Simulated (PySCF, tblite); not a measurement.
# C₇H₇NO+ (doublet): geometry, infrared bands and EPR parameters

Wanted: the infrared bands and EPR parameters of C₇H₇NO+ (doublet) (`[NH2+]c1ccccc1C=O`), by calculation.

Computed with tblite 0.8.0 and PySCF 2.14.0, with density-fitted response routines of our own, on a single molecule in the gas phase. Atoms count from 0, in the outputs and in this text.

## (1) The starting structure

16 atoms, charge 1, multiplicity 2; geometry from: force field or distance geometry start.

Bonds of the start (Å): N0–C1 1.43, C1–C2 1.36, C2–C3 1.40, C3–C4 1.38, C4–C5 1.37, C5–C6 1.39, C6–C7 1.47, C7–O8 1.25, C6–C1 1.38, N0–H9 1.07, N0–H10 1.06, C2–H11 1.10, C3–H12 1.08, C4–H13 1.08, C5–H14 1.07, C7–H15 1.10.

## (2) Optimising the geometry with GFN2-xTB

What the job is given:

```
{"job": {"kind": "relax", "xc": "GFN2-xTB", "basis": "xTB"}, "charge": 1, "multiplicity": 2}
N      1.098200     1.752300     0.795100
C      0.233900     0.731400     0.278600
C     -1.106000     0.962900     0.194200
C     -1.981600    -0.010000    -0.310700
C     -1.502100    -1.248100    -0.693300
C     -0.150100    -1.475500    -0.601400
C      0.712000    -0.503600    -0.116900
C      2.153500    -0.739400     0.000800
O      2.963200     0.112000     0.435800
H      0.739700     2.665400     0.377200
H      0.858200     1.855500     1.817900
H     -1.563500     1.922100     0.493800
H     -3.050900     0.153700    -0.375800
H     -2.161700    -2.012500    -1.085700
H      0.247000    -2.425200    -0.905000
H      2.502500    -1.732000    -0.315900
```

Started as:

```console
OMP_NUM_THREADS=1 python probes_run.py task.json out
```

This one command runs all jobs of the session in turn.

The program printed:

```text
step      E/eV     max force
  0    -680.25882    4.003
  1    -680.47332    4.766
  2    -680.61783    1.020
  3    -680.66136    0.707
  4    -680.72511    0.760
  5    -680.75959    0.552
  6    -680.78184    0.432
  7    -680.80173    0.418
  8    -680.83570    0.572
  9    -680.87930    0.719
 10    -680.92408    0.599
 11    -680.96207    0.454
 12    -680.99058    0.530
 13    -680.99958    0.847
 14    -681.01751    0.331
 15    -681.02550    0.270
 16    -681.03971    0.332
 17    -681.05317    0.495
 18    -681.07415    0.583
 19    -681.09496    0.404
 20    -681.11349    0.429
 21    -681.13070    0.518
 22    -681.14868    1.011
 23    -681.19633    0.634
 24    -681.26863    0.430
 25    -681.30166    0.485
 26    -681.32812    0.548
 27    -681.37497    0.563
 28    -681.39636    0.381
 29    -681.37504    0.992
 30    -681.41540    0.241
 31    -681.42061    0.180
 32    -681.43251    0.161
 33    -681.43506    0.146
 34    -681.43880    0.099
 35    -681.43990    0.095
 36    -681.44077    0.072
 37    -681.44124    0.055
 38    -681.44186    0.050
 39    -681.44243    0.058
 40    -681.44294    0.057
 41    -681.44340    0.054
 42    -681.44394    0.058
 43    -681.44460    0.059
 44    -681.44528    0.058
 45    -681.44578    0.047
 46    -681.44615    0.052
 47    -681.44650    0.060
 48    -681.44689    0.062
 49    -681.44734    0.059
 50    -681.44784    0.061
 51    -681.44836    0.057
 52    -681.44879    0.052
 53    -681.44906    0.043
 54    -681.44922    0.026
 55    -681.44934    0.028
 56    -681.44946    0.028
 57    -681.44957    0.023
 58    -681.44963    0.018
 59    -681.44965    0.014
 60    -681.44968    0.013
 61    -681.44971    0.018
 62    -681.44974    0.022
 63    -681.44978    0.019
 64    -681.44982    0.017
 65    -681.44986    0.012
 66    -681.44988    0.014
 67    -681.44990    0.013
 68    -681.44992    0.010
```

It took 0.37 s on 1 thread of Arm Neoverse V2, shared host.

The steps of the relaxation: (not every step is listed)

```tsv
step	energy from step 0 (eV)	largest force (eV/Å)
0	0.0000	4.0033
1	-0.2145	4.7657
2	-0.3590	1.0198
3	-0.4025	0.7067
4	-0.4663	0.7599
5	-0.5008	0.5524
6	-0.5230	0.4316
7	-0.5429	0.4180
8	-0.5769	0.5719
13	-0.7408	0.8470
18	-0.8153	0.5827
23	-0.9375	0.6342
28	-1.1375	0.3806
33	-1.1762	0.1461
38	-1.1830	0.0500
43	-1.1858	0.0592
48	-1.1881	0.0622
53	-1.1902	0.0434
58	-1.1908	0.0184
63	-1.1910	0.0185
64	-1.1910	0.0168
65	-1.1910	0.0118
66	-1.1911	0.0145
67	-1.1911	0.0134
68	-1.1911	0.0095
```

Close pairs (by a distance rule), those that changed most:

```tsv
bond	before (Å)	after (Å)	change (Å)
N0–C1	1.434	1.320	-0.113
C1–C2	1.362	1.428	+0.065
C1–C6	1.382	1.442	+0.060
N0–H9	1.066	1.012	-0.054
C7–O8	1.253	1.204	-0.048
C2–C3	1.403	1.371	-0.032
N0–H10	1.056	1.027	-0.029
C2–H11	1.104	1.080	-0.024
```

The next job starts from the end point, and lists it.

## (3) Vibrational analysis with GFN2-xTB

What the job is given:

```
{"job": {"kind": "ir", "xc": "GFN2-xTB", "basis": "xTB"}, "charge": 1, "multiplicity": 2}
N      0.872905     1.757955     0.836246
C      0.123410     0.805095     0.312979
C     -1.274244     1.005412     0.102000
C     -2.057950    -0.005897    -0.390561
C     -1.495421    -1.248371    -0.708341
C     -0.129609    -1.473598    -0.519813
C      0.694075    -0.472390    -0.036854
C      2.139846    -0.691269     0.113348
O      2.919360     0.136558     0.510665
H      0.497596     2.679957     1.017329
H      1.874713     1.574916     0.969405
H     -1.704680     1.957044     0.377700
H     -3.116270     0.152634    -0.534172
H     -2.116172    -2.031199    -1.117286
H      0.293291    -2.431255    -0.786248
H      2.471552    -1.706647    -0.157808
```

The program printed:

```text
mode    cm-1     km/mol
  1      89.5      3.87
  2     152.8      0.90
  3     250.6     10.43
  4     275.8     19.24
  5     360.9     18.09
  6     377.8     13.85
  7     398.1      1.84
  8     409.4     11.00
  9     464.0     21.13
 10     531.2      2.54
 11     617.5      1.39
 12     644.4     12.47
 13     710.7    213.50
 14     753.3     18.02
 15     755.8     34.28
 16     812.5      5.58
 17     838.6      0.36
 18     900.5      1.15
 19     915.8      4.29
 20     926.6      0.65
 21     969.4      5.83
 22    1063.2      4.89
 23    1118.1      0.87
 24    1161.2      8.63
 25    1175.6     71.28
 26    1226.0      3.55
 27    1293.6     59.81
 28    1309.7     47.75
 29    1334.8      2.28
 30    1364.6     22.77
 31    1407.9      2.46
 32    1465.3      9.41
 33    1502.4    160.61
 34    1548.6     15.81
 35    1716.1    271.37
 36    2829.2     23.96
 37    3088.4      0.74
 38    3090.3      0.29
 39    3099.1      2.62
 40    3106.6     17.45
 41    3122.5     78.07
 42    3419.0    147.09
```

Run time: 0.44 s. Hardware: 1 thread of Arm Neoverse V2, shared host.

The strongest bands and the atoms that carry them (share of the mass-weighted mode):

```tsv
cm⁻¹	km/mol	atoms
711	213.5	H10 77 %, N0 13 %
1176	71.3	C6 32 %, H13 31 %
1294	59.8	H15 23 %, H10 17 %, H9 10 %, H12 10 %
1310	47.8	H15 41 %, H9 20 %, H10 11 %
1502	160.6	C1 46 %, N0 30 %
1716	271.4	C7 57 %, O8 40 %
3122	78.1	H10 92 %
3419	147.1	H9 92 %
```

## (4) EPR parameters: B3LYP/pcH-1

Same as in step 3 but for these lines:

```diff
@@ -1,2 +1,2 @@
-{"job": {"kind": "ir", "xc": "GFN2-xTB", "basis": "xTB"}, "charge": 1, "multiplicity": 2}
+{"job": {"kind": "epr", "basis": "pcH-1"}, "charge": 1, "multiplicity": 2}
 N      0.872905     1.757955     0.836246
```

Level: UKS B3LYP, pcH-1 on C H N O, non-relativistic, mean-field spin-orbit, GIAO.

The program printed:

```text
UKS, coarse grid
  cycle   1  E = -400.54610969  |g| = 5.76e-01
  cycle   2  E = -399.41001255  |g| = 1.59e+00
  cycle   3  E = -400.64068540  |g| = 2.59e-01
  cycle   4  E = -400.67135027  |g| = 1.31e-01
  cycle   5  E = -400.67783103  |g| = 7.46e-02
  cycle   6  E = -400.68058711  |g| = 1.76e-02
  cycle   7  E = -400.68075867  |g| = 9.18e-03
  cycle   8  E = -400.68081441  |g| = 3.20e-03
  cycle   9  E = -400.68083076  |g| = 1.61e-03
  cycle  10  E = -400.68083542  |g| = 9.53e-04
UKS, final grid
  cycle   1  E = -400.68079408  |g| = 1.40e-03
  cycle   2  E = -400.68079186  |g| = 2.73e-03
  cycle   3  E = -400.68079526  |g| = 3.67e-04
  cycle   4  E = -400.68079535  |g| = 1.83e-04
  cycle   5  E = -400.68079544  |g| = 1.55e-04
  cycle   6  E = -400.68079546  |g| = 3.90e-05
  cycle   7  E = -400.68079546  |g| = 1.30e-05
E = -400.68079546 Eh   <S^2> = 0.7725 (exact 0.7500)
g shifts (ppm)      1          2          3
  rmc          -183       -183       -183
  gc              1         34         42
  oz_so         -36       1401       1850
  total        -218       1253       1710
hyperfine (MHz)  atom isotope    a_iso     a_fc   dipolar eigenvalues
    0   14N      16.72      16.72    -18.68    -18.67     37.35
    1   13C     -21.27     -21.27     -5.27     -2.17      7.44
    2   13C      20.60      20.60    -21.21    -20.00     41.21
    3   13C     -24.08     -24.08    -16.81      7.63      9.18
    4   13C      31.91      31.91    -31.39    -29.85     61.23
    5   13C     -18.43     -18.43     -7.09      2.81      4.28
    6   13C      15.02      15.02    -15.46    -14.77     30.22
    7   13C      -8.56      -8.56     -3.26      1.37      1.89
    8   17O      -2.17      -2.17    -15.12      7.32      7.81
    9    1H     -28.55     -28.55    -20.47     -5.82     26.30
   10    1H     -28.00     -28.00    -19.46     -6.12     25.59
   11    1H     -17.83     -17.83     -8.89     -2.61     11.50
   12    1H       6.75       6.75     -2.82     -0.63      3.45
   13    1H     -25.90     -25.90    -14.89     -1.48     16.36
   14    1H       2.89       2.89     -2.77     -0.76      3.52
   15    1H      -0.06      -0.06     -1.77     -0.97      2.73
```

It took 73 s on 1 thread of Arm Neoverse V2, shared host; peak memory 1.1 GiB.

Principal g values 2.00210, 2.00357, 2.00403; g(iso) = 2.00323, against 2.00232 for a free electron.

Hyperfine couplings; where a row names several nuclei, a(iso) is their mean (it holds for fast rotation or exchange) and the dipolar term the largest among them:

```tsv
nuclei	isotope	a(iso) (MHz)	a(iso) (G, at g = 2.0023)	largest dipolar term (MHz)
C4	13C	31.9	11.4	61.2
H9, H10	1H	-28.3	-10.1	26.3
H13	1H	-25.9	-9.2	16.4
C3	13C	-24.1	-8.6	-16.8
C1	13C	-21.3	-7.6	7.4
C2	13C	20.6	7.3	41.2
C5	13C	-18.4	-6.6	-7.1
H11	1H	-17.8	-6.4	11.5
N0	14N	16.7	6.0	37.3
C6	13C	15.0	5.4	30.2
C7	13C	-8.6	-3.1	-3.3
H12	1H	6.7	2.4	3.5
H14	1H	2.9	1.0	3.5
O8	17O	-2.2	-0.8	-15.1
```

Mulliken spin populations:

N0 0.38; C1 0.02; C2 0.26; C3 -0.15; C4 0.40; C5 -0.07; C6 0.19; C7 -0.03; O8 0.05; H9 -0.01; H10 -0.01; H11 -0.01; H12 0.00; H13 -0.02; H14 0.00; H15 0.00

In first order the couplings over 0.8 MHz of 1H, 14N give 144 distinct lines over 51.1 G, if the averaged nuclei exchange fast.

Orbitals, density, ELF and potential are computed afterwards from the orbital file.

ELF in a plane through or near 16 of the atoms.

Values, 10 rows by 14 columns:
```
0.00 0.00 0.00 0.00 0.00 0.00 0.00 0.00 0.00 0.00 0.00 0.00 0.00 0.00
0.00 0.00 0.00 0.00 0.00 0.00 0.03 0.00 0.00 0.01 0.00 0.00 0.00 0.00
0.00 0.00 0.00 0.06 0.00 0.67 1.00 0.68 0.49 1.00 0.82 0.00 0.00 0.00
0.00 0.00 0.46 1.00 0.83 0.40 0.78 0.39 0.42 0.98 0.25 0.24 0.07 0.00
0.00 0.00 0.03 0.70 0.36 0.60 0.52 0.28 0.88 0.39 0.36 0.90 0.34 0.00
0.00 0.00 0.18 0.68 0.37 0.50 0.10 0.79 0.49 0.03 0.64 0.59 0.07 0.00
0.00 0.00 0.91 1.00 0.54 0.51 0.25 0.57 0.58 0.68 0.96 0.02 0.00 0.00
0.00 0.00 0.01 0.04 0.03 0.99 0.99 0.02 0.97 0.91 0.07 0.00 0.00 0.00
0.00 0.00 0.00 0.00 0.01 0.72 0.70 0.00 0.68 0.62 0.00 0.00 0.00 0.00
0.00 0.00 0.00 0.00 0.00 0.00 0.00 0.00 0.00 0.00 0.00 0.00 0.00 0.00
```
The map spans 11.2 Å across and 10.3 Å up, centred on the molecule. Atoms in the plane (x, y in Å): N0 (1.5, -1.5), C1 (0.4, -0.8), C2 (-0.9, -1.3), C3 (-2.0, -0.5), C4 (-1.9, 0.9), C5 (-0.6, 1.4), C6 (0.5, 0.7), C7 (1.9, 1.3), O8 (2.9, 0.7), H9 (1.4, -2.6), H10 (2.4, -1.1), H11 (-1.0, -2.4), H12 (-3.0, -1.0), H13 (-2.8, 1.5), H14 (-0.5, 2.5), H15 (1.8, 2.4).

On the surface of density 0.002 e/bohr³ the electrostatic potential runs, from the 1st to the 99th percentile, from 1.91 V near O8 to 6.54 V near H9.

The spin density lies nearest to N0 22 %; C4 21 %; C2 14 %; C6 11 %.

## (5) Results

| quantity | value |
| --- | --- |
| strongest single infrared mode (GFN2-xTB) | 1716 cm⁻¹, 271 km/mol |
| zero-point energy (GFN2-xTB) | 75.2 kcal/mol |
| g(iso) (B3LYP) | 2.00323 |
| ⟨S²⟩ | 0.773 (exact 0.75) |
| largest a(iso) (averaged by class) | 13C on C4, 31.9 MHz |

In words: The optimisation took 68 steps and gained 1.191 eV; among the close pairs (by a distance rule), N0–C1 changed most, from 1.434 to 1.320 Å. All 42 modes are real, so the xTB geometry is a minimum. The strongest single mode, at 1716 cm⁻¹, moves mainly C7 and O8. Unscaled tight-binding wavenumbers are off by several per cent, some by more. Its intensities can rank the bands wrongly. The largest spin populations lie on C4 (0.40 e), N0 (0.38 e). The isotropic g lies 0.9 ppt above the free-electron value.
